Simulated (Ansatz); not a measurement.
# SiNi3: the cost of one run

Computed with Ansatz 0.2.0 (DFT PBE, scalar-relativistic, plane waves, PAW, unless a step's input says otherwise).

The COD entry's cell or inner coordinates are ideal or old and differ from later refinements, so a difference from it is no clean test against experiment.

1 further run of the same task is left out (set aside as unsound or not needed). Runs told in other sessions of the task aren't counted.

## 1. The structure to begin with

Symmetry: Pm-3m, No. 221, cubic system. Conventional cell: a = 3.506 Å, b = 3.506 Å, c = 3.506 Å, α = 90.00°, β = 90.00°, γ = 90.00°. Si (site symmetry m-3m) has 12 Ni at 2.48 Å in its first shell of neighbours. Ni (site symmetry 4/mmm) has 4 Si at 2.48 Å and 8 Ni at 2.48 Å in its first shell of neighbours.

Coordinates:

```cif
data_structure
_symmetry_space_group_name_H-M 'Pm-3m'
_symmetry_Int_Tables_number 221
_cell_length_a 3.5063
_cell_length_b 3.5063
_cell_length_c 3.5063
_cell_angle_alpha 90.000
_cell_angle_beta 90.000
_cell_angle_gamma 90.000
_cell_volume 43.11
loop_
_atom_site_label
_atom_site_type_symbol
_atom_site_symmetry_multiplicity
_atom_site_Wyckoff_symbol
_atom_site_fract_x
_atom_site_fract_y
_atom_site_fract_z
_atom_site_occupancy
Si1 Si 1 a 0.00000 0.00000 0.00000 1
Ni1 Ni 3 c 0.00000 0.50000 0.50000 1
```

This cell was relaxed beforehand with the same method: volume 10.78 Å³/atom, gap on the mesh none (metal).

## 2. The (110) antiphase boundary, shift by [0.5, 0, 0.5] of the cube

The upper half of the cell takes the other sublattice, which makes two boundaries. Atoms and height relax; energies count from the bulk on a matched mesh, -4539.2001 eV an atom.

The cell holds 8 Si, 24 Ni: a = 3.506 Å, b = 4.959 Å, c = 19.834 Å, α = 90.00°, β = 90.00°, γ = 90.00°.

## 3. Relaxing it

input.yaml

```yaml
crystal:
  lattice:
    - [3.5062675425, 0.0, 0.0]
    - [0.0, 4.9586111119, 0.0]
    - [0.0, 0.0, 19.8344444475]
  atoms:
    - { symbol: Si, position: [0.0, 0.0, 0.0] }
    - { symbol: Si, position: [0.0, 0.5, 0.125] }
    - { symbol: Ni, position: [0.5, 0.25, 0.0625] }
    - { symbol: Ni, position: [0.5, 0.75, 0.1875] }
    - { symbol: Ni, position: [0.5, 0.75, 0.0625] }
    - { symbol: Ni, position: [0.5, 0.25, 0.1875] }
    - { symbol: Ni, position: [0.0, 0.5, 0.0] }
    - { symbol: Ni, position: [0.0, 0.0, 0.125] }
    - { symbol: Si, position: [0.0, 1.0, 0.25] }
    - { symbol: Si, position: [0.0, 0.5, 0.375] }
    - { symbol: Ni, position: [0.5, 0.25, 0.3125] }
    - { symbol: Ni, position: [0.5, 0.75, 0.4375] }
    - { symbol: Ni, position: [0.5, 0.75, 0.3125] }
    - { symbol: Ni, position: [0.5, 0.25, 0.4375] }
    - { symbol: Ni, position: [0.0, 0.5, 0.25] }
    - { symbol: Ni, position: [0.0, 0.0, 0.375] }
    - { symbol: Ni, position: [0.0, 1.0, 0.5] }
    - { symbol: Ni, position: [0.0, 0.5, 0.625] }
    - { symbol: Ni, position: [0.5, 0.25, 0.5625] }
    - { symbol: Ni, position: [0.5, 0.75, 0.6875] }
    - { symbol: Si, position: [0.5, 0.75, 0.5625] }
    - { symbol: Si, position: [0.5, 0.25, 0.6875] }
    - { symbol: Ni, position: [0.0, 0.5, 0.5] }
    - { symbol: Ni, position: [0.0, 0.0, 0.625] }
    - { symbol: Ni, position: [0.0, 0.0, 0.75] }
    - { symbol: Ni, position: [0.0, 0.5, 0.875] }
    - { symbol: Ni, position: [0.5, 0.25, 0.8125] }
    - { symbol: Ni, position: [0.5, 0.75, 0.9375] }
    - { symbol: Si, position: [0.5, 0.75, 0.8125] }
    - { symbol: Si, position: [0.5, 0.25, 0.9375] }
    - { symbol: Ni, position: [0.0, 0.5, 0.75] }
    - { symbol: Ni, position: [0.0, 0.0, 0.875] }
basis:
  ecutwfc: 420
kpoints:
  mp_grid: { grid: [10, 8, 2] }
hamiltonian:
  xc: pbe
scf:
  occupations: { method: gaussian, width: 0.1 }
output:
  forces: true
  stress: true
  eigenvalues: true
  populations: true
  write_density: true
  write_potential: true
  elf: true
  volumetric_format: npy
relax:
  adjacent_minimum: "off"
  f_tol: 0.02
  max_steps: 45
  cell: { fix: [a, b, alpha, beta, gamma], stress_tol: 0.1 }
```

Command:

```
ansatz run input.yaml --threads 4 --pin off --max-ram 11264MiB --backend cpu --events-out ev --progress --plain --runs-dir out
```

What time and memory should one allow on 4 threads of Intel Xeon 6975P-C (Granite Rapids), shared host?

About 8.8 min, with a peak of 5 GiB.
